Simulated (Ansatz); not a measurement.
# C₂H₇GaN radical: one species, many methods

An exercise on one series of results from a longer session: the logs are not shown, and one member is left open.

Program: Ansatz 0.2.0, Gaussian basis. Level of theory: functionals in def2-TZVPP, the program's frozen cores in correlated methods. These are calculated values, not measurements.

Plan: PBE-D4, r2SCAN-D4, PBE0-D4, B3LYP-D4, ωB97X-V, ωB97M-V, B2PLYP; CCSD(T)/def2-TZVPP; MP2/def2-QZVPP; extrapolation to the limit.

## The relaxed structure

The geometry comes from an earlier relaxation with PBE0-D4 in a triple-zeta def2 set; it is a stationary point, not always the lowest conformer.

SMILES `C[N](C)[GaH]`, 11 atoms, charge 0, spin multiplicity 2.

Atoms are counted from 1 here; the program's logs count them from 0.

Bond lengths: C1–N2 1.441 Å, C1–H5 1.092 Å, C1–H6 1.100 Å, C1–H7 1.100 Å, N2–C3 1.439 Å, N2–Ga4 1.834 Å, C3–H8 1.100 Å, C3–H9 1.092 Å, C3–H10 1.100 Å, Ga4–H11 1.596 Å. Angles: N2–C1–H5 110.8°, N2–C1–H6 111.5°, N2–C1–H7 111.5°, H5–C1–H6 107.8°, H5–C1–H7 107.8°, H6–C1–H7 107.2°, C1–N2–C3 113.1°, C1–N2–Ga4 122.7°, C3–N2–Ga4 124.2°, N2–C3–H8 111.6°, N2–C3–H9 110.8°, N2–C3–H10 111.6°, H8–C3–H9 107.8°, H8–C3–H10 107.0°, H9–C3–H10 107.8°, N2–Ga4–H11 115.6°.

The first run:

Contents of in.yaml:

```yaml
crystal:
  periodic: [false, false, false]
  atoms:
    - {symbol: C, position_ang: [-0.462166, 0.964710, -0.464006]}
    - {symbol: N, position_ang: [-0.045330, -0.334083, 0.001025]}
    - {symbol: C, position_ang: [1.103803, -0.281998, 0.865480]}
    - {symbol: Ga, position_ang: [-0.908193, -1.881069, -0.475716]}
    - {symbol: H, position_ang: [-1.335084, 0.882228, -1.115477]}
    - {symbol: H, position_ang: [-0.728876, 1.626733, 0.373163]}
    - {symbol: H, position_ang: [0.335666, 1.464938, -1.032740]}
    - {symbol: H, position_ang: [0.908743, 0.324281, 1.762289]}
    - {symbol: H, position_ang: [1.386772, -1.284215, 1.194917]}
    - {symbol: H, position_ang: [1.972405, 0.163042, 0.358073]}
    - {symbol: H, position_ang: [-2.162438, -1.701568, -1.446508]}
basis:
  gaussian: {orbitals: def2-TZVPP}
magnetization: {spin_polarized: true, initial_magnetization: 1}
hamiltonian: {xc: pbe, dispersion: d4}
output: {forces: true, orbitals: {seedname: orbitals}}
```

Launch:

```
> ansatz run in.yaml --threads 2 --pin off --events-out ev --progress --plain --max-ram 32768MiB --backend cpu
```

Steps of the session up to this table: PBE-D4 (GGA); r2SCAN-D4 (meta-GGA); PBE0-D4 (hybrid); B3LYP-D4 (hybrid); ωB97X-V (range-separated); ωB97M-V (range-separated); B2PLYP (double hybrid); CCSD(T) in def2-TZVPP; MP2 in def2-QZVPP.

One table of the session follows, with a row left open; its other results are not shown here.

| method | atomisation energy (eV) |
| --- | --- |
| PBE-D4 | 39.053 |
| r2SCAN-D4 | 38.426 |
| PBE0-D4 | 38.447 |
| B3LYP-D4 | 38.386 |
| ωB97X-V | 38.413 |
| ωB97M-V | 38.328 |
| B2PLYP | 37.939 |
| HF/def2-TZVPP | ? |
| MP2/def2-TZVPP | 37.773 |
| CCSD/def2-TZVPP | 36.922 |
| CCSD(T)/def2-TZVPP | 37.454 |
| MP2/CBS | 38.574 |
| CCSD(T)/CBS | 38.256 |

Q: Estimate the row for HF/def2-TZVPP from the others.

As computed: atomisation energy (eV): 27.600. In the column «atomisation energy (eV)» it is the lowest.

Limits of these values: Free atoms (2 C, 1 N, 1 Ga, 7 H) were run apart at each level; the atomisation energy is their sum less the molecule, without zero-point or spin-orbit terms.
